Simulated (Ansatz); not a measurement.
**C2H4Ge: ionisation energy by level of theory**

One table from this session's results is given with a row withheld; the runs are named, their logs left out.

Computed with Ansatz 0.2.0, Gaussian basis. Level: unrestricted cation, the program's frozen cores in correlated methods.

The runs, in order: UKS PBE-D4/def2-TZVPP; UKS r2SCAN-D4/def2-TZVPP; UKS PBE0-D4/def2-TZVPP; UKS B3LYP-D4/def2-TZVPP; UKS wB97X-V/def2-TZVPP; UKS wB97M-V/def2-TZVPP; UKS B2PLYP/def2-TZVPP; UHF-CCSD(T)/def2-TZVPP; UHF-MP2/def2-QZVPP; extrapolation to the limit; then −ε(HOMO) from the neutral's earlier runs with LDA (SPW92), PBE-D4, revPBE-D4, BLYP-D4, r2SCAN-D4, B97M-V, PBE0-D4, B3LYP-D4, r2SCANh-D4, r2SCAN0-D4, HSE06-D4, BHLYP-D4, CAM-B3LYP-D4, LC-ωPBE, ωB97X-V, ωB97M-V.

### The relaxed structure

The geometry comes from an earlier relaxation with PBE0-D4 in a triple-zeta def2 set; it is a stationary point, not always the lowest conformer.

7 atoms, charge 0, spin multiplicity 1.

Atoms are counted from 1 here; the program's logs count them from 0.

Bond lengths: C1–C2 1.205 Å, C1–H4 1.066 Å, C2–Ge3 1.899 Å, Ge3–H5 1.533 Å, Ge3–H6 1.533 Å, Ge3–H7 1.533 Å. Angles: C2–C1–H4 180.0°, C1–C2–Ge3 180.0°, C2–Ge3–H5 108.7°, C2–Ge3–H6 108.7°, C2–Ge3–H7 108.7°, H5–Ge3–H6 110.3°, H5–Ge3–H7 110.3°, H6–Ge3–H7 110.3°.

The first run:

Contents of in.yaml:

```yaml
crystal:
  periodic: [false, false, false]
  atoms:
    - {symbol: C, position_ang: [-0.810403, -1.833472, 0.129138]}
    - {symbol: C, position_ang: [-0.318150, -0.736746, 0.047684]}
    - {symbol: Ge, position_ang: [0.458413, 0.991597, -0.081022]}
    - {symbol: H, position_ang: [-1.245795, -2.803657, 0.201245]}
    - {symbol: H, position_ang: [0.128427, 1.576341, -1.459131]}
    - {symbol: H, position_ang: [-0.127427, 1.876385, 1.025300]}
    - {symbol: H, position_ang: [1.976136, 0.861451, 0.090987]}
basis:
  gaussian: {orbitals: def2-TZVPP}
total_charge: 1
magnetization: {spin_polarized: true, initial_magnetization: 1}
hamiltonian: {xc: pbe, dispersion: d4}
```

Among the steps run: Cation, UKS PBE-D4/def2-TZVPP; Cation, UKS r2SCAN-D4/def2-TZVPP; Cation, UKS PBE0-D4/def2-TZVPP; Cation, UKS B3LYP-D4/def2-TZVPP; Cation, UKS wB97X-V/def2-TZVPP; Cation, UKS wB97M-V/def2-TZVPP; Cation, UKS B2PLYP (frozen core)/def2-TZVPP; Cation, UHF-CCSD(T)/def2-TZVPP; Cation, UHF-MP2/def2-QZVPP.

One of the session's tables, all rows but one given; the rest of the session is left out.

It belongs to the step «Ionisation energies side by side». Orbital estimates, from the neutral's runs:

| functional | −ε(HOMO) (eV) |
| --- | --- |
| LDA (SPW92) | 7.11 |
| PBE-D4 | 6.96 |
| revPBE-D4 | 6.91 |
| BLYP-D4 | 6.80 |
| r2SCAN-D4 | 7.20 |
| B97M-V | 7.22 |
| PBE0-D4 | 8.18 |
| B3LYP-D4 | 7.93 |
| r2SCANh-D4 | 7.66 |
| r2SCAN0-D4 | 8.34 |
| HSE06-D4 | 7.77 |
| BHLYP-D4 | 9.23 |
| CAM-B3LYP-D4 | 9.53 |
| LC-ωPBE | 10.98 |
| ωB97X-V | 10.57 |
| ωB97M-V | ? |

**Question.** Estimate the row for ωB97M-V.

**Answer.** −ε(HOMO) (eV): 10.43. In the column «−ε(HOMO) (eV)» it lies between CAM-B3LYP-D4 (9.53) and ωB97X-V (10.57).
